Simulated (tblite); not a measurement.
# C3H4BrCl3Si2: the cost of one run

Computed with tblite 0.8.0 and PySCF 2.14.0, with density-fitted response routines of our own, on a single molecule in the gas phase. Atoms count from 0, in the outputs and in this text.

**1. The starting structure**

13 atoms, charge 0, multiplicity 1; geometry from: force field or distance geometry start.

Bonds of the start (Å): C0–C1 1.22, C1–Si2 1.82, Si2–Br3 2.25, Si2–Si4 2.24, Si4–C5 1.84, C5–Cl6 1.79, C5–Cl7 1.78, C5–Cl8 1.75, C0–H9 1.05, Si2–H10 1.49, Si4–H11 1.49, Si4–H12 1.48.

**2. Optimising the geometry with GFN2-xTB**

What the job is given:

```
{"job": {"kind": "relax", "xc": "GFN2-xTB", "basis": "xTB"}, "charge": 0, "multiplicity": 1}
C      3.505400    -0.613200    -0.251300
C      2.465000     0.021100    -0.138300
Si     0.909300     0.954800     0.031700
Br     0.758300     1.750000     2.126700
Si    -0.732900    -0.487700    -0.464600
C     -2.367600    -0.069400     0.270100
Cl    -3.264400    -1.618800     0.371500
Cl    -2.207500     0.554100     1.932900
Cl    -3.312900     0.967900    -0.781800
H      4.391700    -1.167600    -0.356400
H      0.950400     2.086200    -0.934000
H     -0.281300    -1.780300     0.116400
H     -0.817800    -0.596800    -1.940600
```

Run with:

```bash
OMP_NUM_THREADS=1 python probes_run.py task.json out
```

The driver reads the jobs from task.json and runs them one after another.

**Question.** How long does this first job take on 1 thread of Arm Neoverse N1, shared host, and how much memory does it need?

About 4.8 s, with a peak of 0.18 GiB.
